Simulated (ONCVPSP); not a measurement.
# An ONCV potential for Fe, from input to tests

Do these settings give a usable potential? It is generated, then checked for transferability, scattering, ghosts and hardness.

Method: ONCVPSP 4.0.1, LDA (Perdew-Wang 92), scalar-relativistic.

### Step 1. Starting point

Typed settings, in words:

| Item | Value |
| --- | --- |
| element | iron (Fe, Z = 26) |
| type | optimised norm-conserving Vanderbilt (ONCV) |
| frozen core | [Ar] |
| valence charge | 8 |
| reference configuration | 3d6 4s2 |
| partial waves | 4s: rc 2.35 bohr, ncon 4, nbas 7, qcut 2.4 1/bohr, 2 projectors, debl 3 Ha; p scattering state at 0.16 Ha: rc 2.10 bohr, ncon 4, nbas 7, qcut 3.4 1/bohr, 2 projectors, debl 1.6 Ha; 3d: rc 0.85 bohr, ncon 4, nbas 9, qcut 9.7 1/bohr, 2 projectors, debl 0.4 Ha |
| local potential | polynomial inside 0.60 bohr (lpopt 4, dvloc0 2 Ha) |
| core correction | Teter function, fcfact 3.25, rcfact 1.35 |

### Step 2. Generating the potential

Fe.dat reads:

```
# ATOM AND REFERENCE CONFIGURATION
# atsym  z   nc   nv     iexc    psfile
  Fe 26.00    5    2  -001012      upf
#
#   n    l    f
    1    0    2.00
    2    0    2.00
    2    1    6.00
    3    0    2.00
    3    1    6.00
    3    2    6.00
    4    0    2.00
#
# PSEUDOPOTENTIAL AND OPTIMIZATION
# lmax
    2
#
#   l,   rc,      ep,       ncon, nbas, qcut
    0    2.35    0.00    4    7    2.40
    1    2.10    0.16    4    7    3.40
    2    0.85    0.00    4    9    9.70
#
# LOCAL POTENTIAL
# lloc, lpopt,  rc(5),   dvloc0
    4    4    0.60    2.00
#
# VANDERBILT-KLEINMAN-BYLANDER PROJECTORs
# l, nproj, debl
    0    2    3.00
    1    2    1.60
    2    2    0.40
#
# MODEL CORE CHARGE
# icmod, fcfact, rcfact
    3    3.25    1.35
#
# LOG DERIVATIVE ANALYSIS
# epsh1, epsh2, depsh
   -2.00    5.00    0.02
#
# OUTPUT GRID
# rlmax, drl
    6.00    0.01
#
# TEST CONFIGURATIONS
# ncnf
    4
# nvcnf
#   n    l    f
    2
    3    2    6.00
    4    0    1.00
#
    2
    3    2    6.00
    4    0    0.00
#
    2
    3    2    5.00
    4    0    0.00
#
    2
    3    2    5.00
    4    0    2.00
#
```

On the command line:

```bash
$ oncvpsp.x < Fe.dat > Fe.out
```

Q: Predict the outcome of this session. Wanted: cutoffs for 1 and 0.1 mHa per electron, occupied waves; bound ghosts; GHOST(+) flags; largest test error; largest phase difference near zero energy, channels read; rms error of d²Exc/dn², without and with the model core.

**Answer**, as computed:

| quantity | value |
| --- | --- |
| cutoffs for 1 and 0.1 mHa per electron, occupied waves | 418 Ha and 529 Ha |
| bound ghosts | s at -135.86 eV, p at -0.28 eV |
| GHOST(+) flags | s at 142 eV |
| largest test error (AE − PS) | -159 meV, for 3d5 4s2 |
| largest phase difference near zero energy, channels read | 3.116 rad |
| rms error of d²Exc/dn², without and with the model core | 13.02 and 8.19 mHa |

It has a bound ghost (s, p), a state that the atom doesn't have, and that rules the file out. By total energies transferability is poor: the largest error is 159 meV on 14.5 eV, for 3d5 4s2. By its cutoff, 418 Ha for the looser tolerance, it is very hard. At the looser tolerance the 3d wave is the slowest; 4s needs 8 Ha. Of the channels read, p scatters worst near zero energy, by up to 3.12 rad. A step near π is an extra or missing state, not a misfit of shape. The pseudo curves have a pole with no partner nearby in the atom's: p at -0.01 Ha. The program also flags highly localised states, GHOST(+) (s). These are tests on the free atom; a crystal test is still owed.
